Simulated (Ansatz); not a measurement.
Geometry optimisation, Ansatz 0.2.0, DFT PBE, scalar-relativistic, plane waves, PAW.

input.yaml

```yaml
crystal:
  lattice:
    - [10.86, 0.0, 0.0]
    - [0.0, 10.86, 0.0]
    - [0.0, 0.0, 10.86]
  atoms:
    - { symbol: Si, position: [0.4968146, 0.0011644, 0.003239] }
    - { symbol: Si, position: [0.6237318, 0.1282651, 0.1244733] }
    - { symbol: Si, position: [0.7499886, 0.2523592, -0.0015909] }
    - { symbol: Si, position: [0.8803819, 0.3752378, 0.1253218] }
    - { symbol: Si, position: [0.748709, 0.0010082, 0.2489322] }
    - { symbol: Si, position: [0.8762359, 0.1291631, 0.3672609] }
    - { symbol: Si, position: [0.0042288, -0.0039947, 0.004223] }
    - { symbol: Si, position: [0.1216784, 0.1254073, 0.1255617] }
    - { symbol: Si, position: [0.2469385, 0.2522411, 0.0045255] }
    - { symbol: Si, position: [0.3755488, 0.376388, 0.1243507] }
    - { symbol: Si, position: [0.4974025, 0.4971701, 0.0033852] }
    - { symbol: Si, position: [0.6257436, 0.6245135, 0.1241] }
    - { symbol: Si, position: [0.746659, 0.749396, 0.003358] }
    - { symbol: Si, position: [0.8748268, 0.8705214, 0.1270723] }
    - { symbol: Si, position: [0.2489009, -0.0020012, 0.2491113] }
    - { symbol: Si, position: [0.3749896, 0.1290322, 0.3804288] }
    - { symbol: Si, position: [0.5004511, 0.2467985, 0.2510067] }
    - { symbol: Si, position: [0.6224323, 0.3780682, 0.3753006] }
    - { symbol: Si, position: [0.7473199, 0.4969008, 0.2523289] }
    - { symbol: Si, position: [0.874537, 0.6249026, 0.3737255] }
    - { symbol: Si, position: [0.5006437, 0.0017662, 0.5046917] }
    - { symbol: Si, position: [0.6261836, 0.124373, 0.6241549] }
    - { symbol: Si, position: [0.754192, 0.2511967, 0.495874] }
    - { symbol: Si, position: [0.869767, 0.3764112, 0.6306787] }
    - { symbol: Si, position: [0.7445031, -0.0015393, 0.7540366] }
    - { symbol: Si, position: [0.8797959, 0.1256021, 0.8769743] }
    - { symbol: Si, position: [-0.0001155, 0.5013984, -0.005312] }
    - { symbol: Si, position: [0.1321631, 0.6240606, 0.1191881] }
    - { symbol: Si, position: [0.2492371, 0.7504936, 0.0041883] }
    - { symbol: Si, position: [0.374757, 0.8782368, 0.1207986] }
    - { symbol: Si, position: [0.0003268, 0.2499947, 0.2532493] }
    - { symbol: Si, position: [0.126257, 0.3691193, 0.3718488] }
    - { symbol: Si, position: [0.2524594, 0.50091, 0.2471568] }
    - { symbol: As, position: [0.4955841, 0.7454737, 0.247897], spin: 1.0 }
    - { symbol: Si, position: [0.6240596, 0.8777201, 0.3768854] }
    - { symbol: Si, position: [0.0018406, -0.0011442, 0.5040166] }
    - { symbol: Si, position: [0.1253012, 0.1265388, 0.6238852] }
    - { symbol: Si, position: [0.2515518, 0.2524156, 0.4971214] }
    - { symbol: Si, position: [0.373569, 0.3718994, 0.6189256] }
    - { symbol: Si, position: [0.50096, 0.4999013, 0.4984776] }
    - { symbol: Si, position: [0.6206522, 0.6240944, 0.6211892] }
    - { symbol: Si, position: [0.746955, 0.7529783, 0.4993062] }
    - { symbol: Si, position: [0.87767, 0.8724175, 0.6283042] }
    - { symbol: Si, position: [0.2500528, -0.0007286, 0.7520351] }
    - { symbol: Si, position: [0.3762899, 0.1253631, 0.8753463] }
    - { symbol: Si, position: [0.505844, 0.2463215, 0.7521797] }
    - { symbol: Si, position: [0.6217666, 0.3784729, 0.8778544] }
    - { symbol: Si, position: [0.7454919, 0.4997575, 0.7532066] }
    - { symbol: Si, position: [0.8705813, 0.6274078, 0.8738023] }
    - { symbol: Si, position: [0.004967, 0.7419872, 0.2543934] }
    - { symbol: Si, position: [0.1288862, 0.8764558, 0.3713941] }
    - { symbol: Si, position: [-0.0048847, 0.5045102, 0.5028361] }
    - { symbol: Si, position: [0.1216322, 0.6242092, 0.6254931] }
    - { symbol: Si, position: [0.2519046, 0.7491463, 0.5022485] }
    - { symbol: Si, position: [0.3748043, 0.8751209, 0.6276795] }
    - { symbol: Si, position: [0.0038791, 0.2468662, 0.7499046] }
    - { symbol: Si, position: [0.1281902, 0.3735961, 0.8729726] }
    - { symbol: Si, position: [0.2473852, 0.503259, 0.7533793] }
    - { symbol: Si, position: [0.3756832, 0.6230401, 0.8779388] }
    - { symbol: Si, position: [0.5004483, 0.7501689, 0.749298] }
    - { symbol: Si, position: [0.6294093, 0.8754512, 0.8748708] }
    - { symbol: Si, position: [-0.0013809, 0.7521601, 0.7542254] }
    - { symbol: Si, position: [0.1266541, 0.87633, 0.873768] }
magnetization:
  spin_polarized: true
basis:
  ecutwfc: 420.0
kpoints:
  mp_grid: { grid: [1, 1, 1] }
hamiltonian:
  xc: pbe
  pseudopotentials: { kind: paw, azcp: { folder: soft_1 } }
scf:
  occupations: { method: gaussian, width: 0.02 }
  lower_state_search: "off"
relax:
  f_tol: 0.03
  max_steps: 60
  adjacent_minimum: "off"
```

Launched with:

```bash
$ ansatz run input.yaml --threads 4 --pin off --max-ram 10240MiB --backend cpu --events-out ev --progress --plain --runs-dir out
```

Q: Where does it end, and by what steps?

A: It converged. Limits of this set-up: coarse k mesh. After 7 steps the energy has fallen by 1.259 eV; Si40 moved furthest, 0.39 Å.

```csv
step,energy less start (eV),largest force component (eV/Å),accepted
0,0.0000,1.572,yes
1,-1.1291,0.364,yes
2,-1.2276,0.100,yes
3,-1.2367,0.112,yes
4,-1.2433,0.068,yes
5,-1.2505,0.084,yes
6,-1.2564,0.045,yes
7,-1.2589,0.029,yes
```

```xyz
63
Lattice="10.8600 0.0000 0.0000 0.0000 10.8600 0.0000 0.0000 0.0000 10.8600" Properties=species:S:1:pos:R:3
Si 5.456 0.055 -0.002
Si 6.800 1.403 1.380
Si 8.155 2.732 0.007
Si 9.477 4.093 1.394
Si 8.148 0.001 2.707
Si 9.498 1.355 4.071
Si 0.017 0.011 0.005
Si 1.375 1.332 1.395
Si 2.720 2.684 0.023
Si 4.076 4.089 1.355
Si 5.437 5.454 0.006
Si 6.813 6.834 1.331
Si 8.198 8.172 -0.001
Si 9.548 9.516 1.378
Si 2.747 -0.047 2.747
Si 4.076 1.365 4.079
Si 5.424 2.758 2.744
Si 6.631 4.231 4.122
Si 8.098 5.464 2.749
Si 9.512 6.791 4.079
Si 5.429 -0.015 5.415
Si 6.784 1.363 6.769
Si 8.087 2.769 5.416
Si 9.488 4.074 6.780
Si 8.158 0.012 8.134
Si 9.507 1.363 9.505
Si -0.032 5.438 0.022
Si 1.373 6.790 1.357
Si 2.738 8.151 0.006
Si 4.118 9.530 1.327
Si -0.007 2.710 2.724
Si 1.353 4.067 4.087
Si 2.676 5.390 2.699
As 5.303 8.025 2.798
Si 6.782 9.496 4.037
Si 0.053 -0.056 5.415
Si 1.358 1.343 6.782
Si 2.715 2.714 5.442
Si 4.036 4.113 6.795
Si 5.137 5.673 5.423
Si 6.728 6.813 6.765
Si 8.129 8.141 5.415
Si 9.508 9.499 6.767
Si 2.712 -0.036 8.118
Si 4.073 1.355 9.466
Si 5.429 2.731 8.125
Si 6.782 4.077 9.506
Si 8.109 5.426 8.117
Si 9.498 6.788 9.465
Si 0.043 8.141 2.744
Si 1.516 9.347 4.123
Si 0.001 5.430 5.443
Si 1.400 6.751 6.797
Si 2.960 7.855 5.425
Si 4.101 9.445 6.765
Si -0.006 2.710 8.146
Si 1.325 4.041 9.564
Si 2.680 5.393 8.217
Si 4.076 6.791 9.503
Si 5.463 8.177 8.193
Si 6.826 9.542 9.532
Si 0.015 8.145 8.124
Si 1.362 9.497 9.504
```

Whether the end is a true minimum wasn't checked by a vibrational analysis.

Time of the run: 2.1 min on 4 threads of Arm Neoverse V1 (shared host), peak memory 1.7 GiB.
